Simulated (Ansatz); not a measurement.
# GeH6Si: the cost of one run

Program: Ansatz 0.2.0, Gaussian basis. Level of theory: cc-pVDZ, all electrons in the functionals, frozen cores in the correlation of double hybrids and RPA. These are calculated values, not measurements.

Plan: wB97M-V, B2PLYP, RKS PBE0, at 1.427 Å; 1.534 Å; 1.589 Å; 1.644 Å; 1.698 Å; 1.753 Å; 1.808 Å; 1.862 Å; 1.917 Å.

6 further runs of the same task are left out: 6 that didn't finish.

**1. The geometry**

The geometry derives from fragments relaxed apart (PBE0/def2-TZVP) and kept rigid, so it is no stationary point. A hydrogen atom is moved between rigid fragments. No spin-orbit coupling is included. The filled d shell of Ge may be among the frozen orbitals whatever the setting's name suggests; the logs give the count.

8 atoms, charge 0, spin multiplicity 1.

Atoms are counted from 1 here; the program's logs count them from 0.

Bond lengths: Ge1–H2 1.534 Å, Ge1–H3 1.534 Å, Ge1–H4 1.534 Å, Ge1–H5 1.534 Å, Si6–H7 1.526 Å, Si6–H8 1.526 Å. Angles: H2–Ge1–H3 109.5°, H2–Ge1–H4 109.5°, H2–Ge1–H5 109.5°, H3–Ge1–H4 109.5°, H3–Ge1–H5 109.5°, H4–Ge1–H5 109.5°, H7–Si6–H8 91.2°.

No dispersion term is added; wB97M-V holds VV10 nonlocal correlation.

The geometry shown and the zero of energy belong to the point 1.534 Å. The yardstick, UCCSD(T), and other wave-function levels (R restricted, U unrestricted, valence and pair active spaces) come from earlier runs.

**2. wB97M-V, 1.427 Å**

File in.yaml:

```yaml
crystal:
  periodic: [false, false, false]
  atoms:
    - {symbol: Ge, position_ang: [-0.956947, 0.016507, 0.000000]}
    - {symbol: H, position_ang: [-1.468397, 1.463106, 0.000001]}
    - {symbol: H, position_ang: [-1.468396, -0.706793, 1.252791]}
    - {symbol: H, position_ang: [-1.468397, -0.706793, -1.252792]}
    - {symbol: H, position_ang: [0.470053, 0.016507, 0.000000]}
    - {symbol: Si, position_ang: [2.400053, 0.016507, 0.000000]}
    - {symbol: H, position_ang: [3.012234, -0.857778, 1.090012]}
    - {symbol: H, position_ang: [3.012233, -0.857777, -1.090013]}
basis:
  gaussian: {orbitals: cc-pVDZ}
magnetization: {spin_polarized: true, initial_magnetization: 0}
hamiltonian: {xc: {name: wB97M-V}}
output: {orbitals: {seedname: orbitals}}
```

Started as:

```sh
ansatz run in.yaml --threads 1 --pin off --events-out ev --progress --plain --max-ram 2393MiB
```

**Question.** How long does this run take on 1 thread of AMD EPYC 7R43, shared host, and how much memory does it need?

About 19 s, with a peak of 0.36 GiB.
